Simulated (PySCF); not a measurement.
# LaN: bond curves at several levels of theory

Aim: find the lowest electronic state of LaN, scan its bond at several levels of theory, and get bond length, wavenumber and dissociation energy from each curve.

Computed with PySCF 2.14.0. Level: La x2c-TZVPPall, N x2c-TZVPPall, spin-free X2C with a Gaussian nucleus.

## (1) Input

The job is set up so:

* atoms: La, N
* charge: 0
* basis: La x2c-TZVPPall, N x2c-TZVPPall
* Hamiltonian: spin-free X2C with a Gaussian nucleus
* basis functions: 128
* electrons treated: 64
* masses in u: 138.9063, 14.0031
* levels: PBE0, PBE, r²SCAN, PW91, PBEsol, B97-3, M06, LC-ωPBE, HF, MP2, SCS-MP2, CCSD, CCSD(T)
* grid: 80 radial by 434 angular points
* occupations: held fixed by the projection of orbital angular momentum
* dissociation limit: La + N, each in its ground configuration
* starting distance in angstrom: 2.070
* values of 2S to try: 0, 2, 4

Run with:

```console
$ OMP_NUM_THREADS=2 python dia.py task.json out
```

After this run come: First curve: PBE0; Higher solutions at PBE0; PBE (GGA); r²SCAN; PW91 (GGA); PBEsol (GGA); B97-3 (global hybrid GGA); M06 (hybrid meta-GGA); LC-ωPBE; RHF (mean field); MP2 and coupled cluster.

**Question.** What will these runs give? Wanted: for each run, Re; ωe; De; μ.

As calculated:

Lowest PBE0 solution found, without spin–orbit coupling: ¹Σ⁺ (singlet), closed shell, about 0.1 electrons in the 4f shell (Mulliken). State 2 has its PBE0 minimum 0.99 eV higher. The other levels ran on the lowest alone.

```tsv
level	Re (Å)	ωe (cm⁻¹)	De (eV)	μ (D)
RHF	1.777	980	1.17	-8.73
RHF-MP2	1.891	714	6.18	n/a
RHF-SCS-MP2	1.879	742	5.93	n/a
RHF-CCSD	1.819	885	4.70	n/a
RHF-CCSD(T)	1.841	831	5.16	n/a
PBE	1.821	858	6.34	-7.20
PBEsol	1.812	873	6.68	-7.15
PW91	1.821	858	6.32	-7.26
r²SCAN	1.812	875	5.56	-7.32
PBE0	1.796	914	5.66	-7.62
B97-3	1.803	908	5.65	-7.65
M06	1.794	919	5.61	-7.50
LC-ωPBE	1.766	992	5.94	-8.22
```

De is counted to La + N in their ground configurations. A positive dipole means La(−)N(+).

Differences from CCSD(T) in the same basis:

```tsv
level	Re (mÅ)	ωe (%)
RHF	-64	+17.9
RHF-MP2	+50	-14.1
RHF-SCS-MP2	+37	-10.7
RHF-CCSD	-22	+6.5
PBE	-20	+3.3
PBEsol	-30	+5.1
PW91	-20	+3.3
r²SCAN	-30	+5.4
PBE0	-45	+10.1
B97-3	-39	+9.3
M06	-48	+10.7
LC-ωPBE	-75	+19.4
```

Against CCSD(T) in the same basis, the bond length is nearest at PBE and PW91 (-20 mÅ) and farthest at LC-ωPBE (-75 mÅ); the wavenumber is nearest at PBE and PW91 (+3.3 %) and farthest at LC-ωPBE (+19.4 %). Hartree–Fock makes the bond too short and too stiff against this reference, as it mostly does. Among the levels with a De in the table, it runs from 1.17 eV (RHF) to 6.68 eV (PBEsol).

Correlated steps freeze 19 core orbitals. Spin–orbit coupling is left out, which matters for elements this heavy, above all for dissociation energies.
